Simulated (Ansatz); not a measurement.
**C2H9NSi: basis-set convergence**

An exercise on one series of results from a longer session: the logs are not shown, and one member is left open.

Method: one geometry, several basis sets; program: Ansatz 0.2.0, Gaussian basis.

The runs, in order: PBE0-D4/def2-SVP; ωB97M-V/def2-SVP; PBE0-D4/def2-QZVPP; ωB97M-V/def2-QZVPP; the functionals' def2-TZVPP values are taken from earlier runs.

## The relaxed structure

The geometry comes from an earlier relaxation with PBE0-D4 in a triple-zeta def2 set; it is a stationary point, not always the lowest conformer.

13 atoms, charge 0, spin multiplicity 1.

Atoms are counted from 1 here; the program's logs count them from 0.

Bond lengths: C1–N2 1.442 Å, C1–H5 1.101 Å, C1–H6 1.097 Å, C1–H7 1.092 Å, N2–C3 1.442 Å, N2–Si4 1.717 Å, C3–H8 1.097 Å, C3–H9 1.101 Å, C3–H10 1.092 Å, Si4–H11 1.497 Å, Si4–H12 1.487 Å, Si4–H13 1.487 Å. Angles: N2–C1–H5 112.8°, N2–C1–H6 110.4°, N2–C1–H7 110.5°, H5–C1–H6 107.4°, H5–C1–H7 107.9°, H6–C1–H7 107.7°, C1–N2–C3 113.7°, C1–N2–Si4 120.9°, C3–N2–Si4 120.9°, N2–C3–H8 110.4°, N2–C3–H9 112.8°, N2–C3–H10 110.5°, H8–C3–H9 107.4°, H8–C3–H10 107.7°, H9–C3–H10 107.9°, N2–Si4–H11 115.3°, N2–Si4–H12 107.9°, N2–Si4–H13 107.9° and more.

Set-up of the first run:

in.yaml

```yaml
crystal:
  periodic: [false, false, false]
  atoms:
    - {symbol: C, position_ang: [-0.853399, 1.051464, -0.567418]}
    - {symbol: N, position_ang: [-0.064295, 0.101377, 0.176945]}
    - {symbol: C, position_ang: [1.257324, 0.576782, 0.503671]}
    - {symbol: Si, position_ang: [-0.404351, -1.580401, 0.101948]}
    - {symbol: H, position_ang: [-0.416110, 1.292475, -1.548479]}
    - {symbol: H, position_ang: [-0.947511, 1.991470, -0.009415]}
    - {symbol: H, position_ang: [-1.860696, 0.663664, -0.735383]}
    - {symbol: H, position_ang: [1.197400, 1.509099, 1.079020]}
    - {symbol: H, position_ang: [1.870059, 0.778322, -0.388362]}
    - {symbol: H, position_ang: [1.787117, -0.156700, 1.115698]}
    - {symbol: H, position_ang: [0.068741, -2.275320, -1.137069]}
    - {symbol: H, position_ang: [-1.879715, -1.752298, 0.167039]}
    - {symbol: H, position_ang: [0.265635, -2.234734, 1.256705]}
basis:
  gaussian: {orbitals: def2-SVP}
hamiltonian: {xc: pbe0, dispersion: d4}
output: {orbitals: {seedname: orbitals}}
```

Steps of the session up to this table: PBE0-D4 in def2-SVP; ωB97M-V in def2-SVP; PBE0-D4 in def2-QZVPP; ωB97M-V in def2-QZVPP.

One of the session's tables, all rows but one given; the rest of the session is left out.

It belongs to the step «Density functionals: the series». 

| functional | basis | HOMO (eV) | LUMO (eV) |
| --- | --- | --- | --- |
| PBE0-D4 | def2-SVP | -6.28 | 1.05 |
| PBE0-D4 | def2-TZVPP | -6.39 | 0.56 |
| PBE0-D4 | def2-QZVPP | -6.41 | 0.37 |
| ωB97M-V | def2-SVP | -8.57 | 2.87 |
| ωB97M-V | def2-TZVPP | ? | ? |
| ωB97M-V | def2-QZVPP | -8.71 | 1.68 |

Q: Estimate the row for ωB97M-V, def2-TZVPP from the others.

As computed: HOMO (eV): -8.69; LUMO (eV): 2.16. In the column «HOMO (eV)» it lies between ωB97M-V, def2-QZVPP (-8.71) and ωB97M-V, def2-SVP (-8.57).
